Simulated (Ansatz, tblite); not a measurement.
# The cluster Rb₂F₃−: charged states by level of theory

What does removing an electron cost or gain for the cluster Rb₂F₃−? Each charged state is run at several levels.

Program: Ansatz 0.2.0, Gaussian basis. Level of theory: as each input shows. These are calculated values, not measurements.

Plan: charge 0 doublet, at the geometry of the singlet (PBE0-D4/def2-TZVPD, PBE-D4/def2-TZVPD, r2SCAN-D4/def2-TZVPD); the starting singlet's energies come from earlier runs.

5 further runs of the same task are left out: 5 set aside as unsound or not needed.

## Step 1: The geometry

The singlet was relaxed beforehand with PBE0-D4/def2-SVPD. At that level it is the lowest of the isomers that a small search found.

5 atoms, charge -1, spin multiplicity 1.

Atoms are counted from 1 here; the program's logs count them from 0.

Bond lengths: Rb1–F3 2.487 Å, Rb1–F4 2.487 Å, Rb2–F3 2.807 Å, Rb2–F4 2.802 Å, Rb2–F5 2.544 Å. Angles: F3–Rb1–F4 95.9°, F3–Rb2–F4 82.3°, F3–Rb2–F5 139.3°, F4–Rb2–F5 138.3°, Rb1–F3–Rb2 90.8°, Rb1–F4–Rb2 91.0°.

As a file:

```xyz
5
F3Rb2
Rb    0.7705    2.1225    1.4551
Rb   -0.3199   -0.8634   -0.5860
F     0.1653   -0.2027    2.0988
F     0.3963    1.8164   -0.9841
F    -1.0122   -2.8728   -1.9837
```

Rb takes a core potential in the def2 sets. No spin-orbit coupling is included. The ion is computed in the gas phase, without counter-ions or solvent.

## Step 2: Charge 0 doublet at the fixed geometry, first pass, PBE0-D4/def2-SVP

Contents of in.yaml:

```yaml
crystal:
  periodic: [false, false, false]
  atoms:
    - {symbol: Rb, position_ang: [0.770517, 2.122467, 1.455057]}
    - {symbol: Rb, position_ang: [-0.319861, -0.863383, -0.585987]}
    - {symbol: F, position_ang: [0.165251, -0.202659, 2.098789]}
    - {symbol: F, position_ang: [0.396280, 1.816383, -0.984128]}
    - {symbol: F, position_ang: [-1.012177, -2.872808, -1.983730]}
basis:
  gaussian: {orbitals: def2-SVP}
magnetization: {spin_polarized: true, initial_magnetization: 1}
hamiltonian: {xc: pbe0, dispersion: d4}
output: {orbitals: {seedname: orbitals}}
```

The run is started by

```console
$ ansatz run in.yaml --threads 2 --pin off --events-out ev --progress --plain --max-ram 4352MiB
```

The log of the run:

```text
Functional definition: PBE0
  name "PBE0"
  cite "Adamo & Barone, J. Chem. Phys. 110, 6158 (1999) doi:10.1063/1.478522"
  cite "Perdew, Burke & Ernzerhof, Phys. Rev. Lett. 77, 3865 (1996) doi:10.1103/PhysRevLett.77.3865"
  parent pbe
  parameter a = 0.25
  parameter kappa = 0.804
  parameter beta = 0.06672455060314922
  exchange = (1 - a)*pbe_x(kappa = kappa, mu = beta*pi^2/3) + a*exact_x
  correlation = pbe_c(beta = beta)
845 factors; integrals over basis functions are off by at most 8.6e-4 eV
mean field evaluation 1: about -9440.7845 eV, gradient 4.5e1 eV
mean field evaluation 2: about -9211.3211 eV, gradient 2.1e2 eV
mean field evaluation 4: about -9438.8332 eV, gradient 4.5e1 eV
mean field evaluation 8: about -9447.5790 eV, gradient 1.1e1 eV
mean field evaluation 16: about -9448.5448 eV, gradient 1.8e-3 eV
mean field evaluation 32: about -9448.5094 eV, gradient 1.1e0 eV
mean field evaluation 64: about -9448.4817 eV, gradient 1.6e0 eV
mean field evaluation 96: about -9448.4581 eV, gradient 2.3e0 eV
mean field evaluation 128: about -9448.4787 eV, gradient 2.4e0 eV
mean field -9448.54479770 eV, -347.2276168616 hartree, gradient 8.7e-6 eV, S^2 0.756301; 10 other end points of the search recorded, 0 dependent functions left out
reference -9448.54485040 eV, -347.2276187984 hartree; 23, 22 occupied and 67, 68 virtual orbitals, 845 factors
Total energy: -9448.59522911 eV, -347.2294701821 hartree
```

Run time: 34 s. Hardware: 2 threads of Arm Neoverse V2, shared host.

Report: HOMO -7.03 eV, LUMO -6.04 eV (over both spins); ⟨S²⟩ 0.756 (pure: 0.75).

## Step 3: Charge 0 doublet at the fixed geometry, PBE0-D4/def2-TZVPD

start.molden holds the orbitals of an earlier run on this state, given as this run's starting guess.

Edit in.yaml of step 2 so:

```diff
@@ -9,5 +9,6 @@
 basis:
-  gaussian: {orbitals: def2-SVP}
+  gaussian: {orbitals: def2-TZVPD, initial_orbitals: start.molden}
 magnetization: {spin_polarized: true, initial_magnetization: 1}
 hamiltonian: {xc: pbe0, dispersion: d4}
+scf: {omitted_lower_state_checks: [starts]}
 output: {orbitals: {seedname: orbitals}}
```

The command is unchanged.

The log of the run:

```text
Functional definition: PBE0
  name "PBE0"
  cite "Adamo & Barone, J. Chem. Phys. 110, 6158 (1999) doi:10.1063/1.478522"
  cite "Perdew, Burke & Ernzerhof, Phys. Rev. Lett. 77, 3865 (1996) doi:10.1103/PhysRevLett.77.3865"
  parent pbe
  parameter a = 0.25
  parameter kappa = 0.804
  parameter beta = 0.06672455060314922
  exchange = (1 - a)*pbe_x(kappa = kappa, mu = beta*pi^2/3) + a*exact_x
  correlation = pbe_c(beta = beta)
these checks for a lower state are left out or cut short: starts
1239 factors; their error is unknown
mean field evaluation 1: about -9454.6267 eV, gradient 1.4e2 eV
mean field evaluation 2: about -9458.8792 eV, gradient 5.3e0 eV
mean field evaluation 4: about -9459.1817 eV, gradient 3.8e-3 eV
mean field evaluation 8: about -9459.2071 eV, gradient 1.7e-5 eV
mean field -9459.20714875 eV, -347.6194510357 hartree, gradient 7.4e-6 eV, S^2 0.757414; 0 other end points of the search recorded, 0 dependent functions left out
reference -9459.20719424 eV, -347.6194527074 hartree; 23, 22 occupied and 163, 164 virtual orbitals, 1239 factors
Total energy: -9459.25757296 eV, -347.6213040911 hartree
Checks for a lower state left out: starts
```

It took 23 s on 2 threads of Arm Neoverse V2, shared host; peak memory 0.76 GiB.

HOMO -7.63 eV, LUMO -6.60 eV (over both spins); ⟨S²⟩ 0.757 (pure: 0.75).

## Step 4: Charge 0 doublet at the fixed geometry, PBE-D4/def2-TZVPD

Edit in.yaml of step 3 so:

```diff
@@ -11,3 +11,3 @@
 magnetization: {spin_polarized: true, initial_magnetization: 1}
-hamiltonian: {xc: pbe0, dispersion: d4}
+hamiltonian: {xc: pbe, dispersion: d4}
 scf: {omitted_lower_state_checks: [starts]}
```

Same command.

The log of the run:

```text
Functional definition: PBE
  name "PBE"
  cite "Perdew, Burke & Ernzerhof, Phys. Rev. Lett. 77, 3865 (1996) doi:10.1103/PhysRevLett.77.3865"
  parent pbe
  parameter kappa = 0.804
  parameter beta = 0.06672455060314922
  exchange = pbe_x(kappa = kappa, mu = beta*pi^2/3)
  correlation = pbe_c(beta = beta)
these checks for a lower state are left out or cut short: starts
1239 factors; their error is unknown
mean field evaluation 1: about -9460.0936 eV, gradient 6.8e0 eV
mean field evaluation 2: about -9460.2972 eV, gradient 3.5e-1 eV
mean field evaluation 4: about -9460.2959 eV, gradient 7.3e-2 eV
mean field evaluation 8: about -9460.2959 eV, gradient 2.8e-5 eV
mean field evaluation 16: about -9460.2959 eV, gradient 1.6e-6 eV
mean field -9460.29589485 eV, -347.6594617169 hartree, gradient 1.6e-6 eV, S^2 0.752309; 0 other end points of the search recorded, 0 dependent functions left out
reference -9460.29595212 eV, -347.6594638214 hartree; 23, 22 occupied and 163, 164 virtual orbitals, 1239 factors
Total energy: -9460.35464183 eV, -347.6616206286 hartree
Checks for a lower state left out: starts
```

Wall time 18 s (2 threads of Arm Neoverse V2, shared host).

From the report: HOMO -6.89 eV, LUMO -6.78 eV (over both spins); ⟨S²⟩ 0.752 (pure: 0.75).

## Step 5: Charge 0 doublet at the fixed geometry, r2SCAN-D4/def2-TZVPD

Edit in.yaml of step 4 so:

```diff
@@ -11,3 +11,3 @@
 magnetization: {spin_polarized: true, initial_magnetization: 1}
-hamiltonian: {xc: pbe, dispersion: d4}
+hamiltonian: {xc: r2scan, dispersion: d4}
 scf: {omitted_lower_state_checks: [starts]}
```

Same command.

The log of the run, shortened:

```text
Functional definition: r2SCAN
  name "r2SCAN"
  cite "Furness, Kaplan, Ning, Perdew & Sun, J. Phys. Chem. Lett. 11, 8208 (2020) doi:10.1021/acs.jpclett.0c02405"
  cite "Furness, Kaplan, Ning, Perdew & Sun, J. Phys. Chem. Lett. 11, 9248 (2020) doi:10.1021/acs.jpclett.0c03077"
  parent r2scan
[...]
1239 factors; their error is unknown
[...]
mean field -9465.23265043 eV, -347.8408841384 hartree, gradient 4.7e-6 eV, S^2 0.754239; 0 other end points of the search recorded, 0 dependent functions left out
reference -9465.23267913 eV, -347.8408851930 hartree; 23, 22 occupied and 163, 164 virtual orbitals, 1239 factors
Total energy: -9465.24481032 eV, -347.8413310060 hartree
Checks for a lower state left out: starts
```

It took 41 s on 2 threads of Arm Neoverse V2, shared host; peak memory 0.59 GiB.

HOMO -6.89 eV, LUMO -6.77 eV (over both spins); ⟨S²⟩ 0.754 (pure: 0.75).

## Step 6: Vertical ionisation energy

Charged state less starting state, singlet to doublet; the starting state's energies are those of its earlier runs.

```tsv
level	vertical ionisation energy (eV)	time
PBE-D4/def2-TZVPD	+3.85	21 s
r2SCAN-D4/def2-TZVPD	+3.95	47 s
PBE0-D4/def2-TZVPD	+4.52	28 s
```

Times add the two runs; a level without a time comes out of a correlated run.

Beside −ε(HOMO) of the starting state:

```tsv
level	−ε(HOMO) (eV)	by difference (eV)	mismatch (eV)
PBE-D4/def2-TZVPD	0.35	3.85	-3.50
r2SCAN-D4/def2-TZVPD	0.56	3.95	-3.40
PBE0-D4/def2-TZVPD	2.07	4.52	-2.45
```

## Step 7: Results

```
                                             quantity                               value
vertical ionisation energy, functionals in def2-TZVPD  3.85 (PBE-D4) to 4.52 eV (PBE0-D4)
```

In words: The vertical ionisation energy spans 3.85 to 4.52 eV over the functionals. −ε(HOMO) misses the level's own difference by -2.45 eV at best (PBE0-D4) and -3.50 eV at worst (PBE-D4).
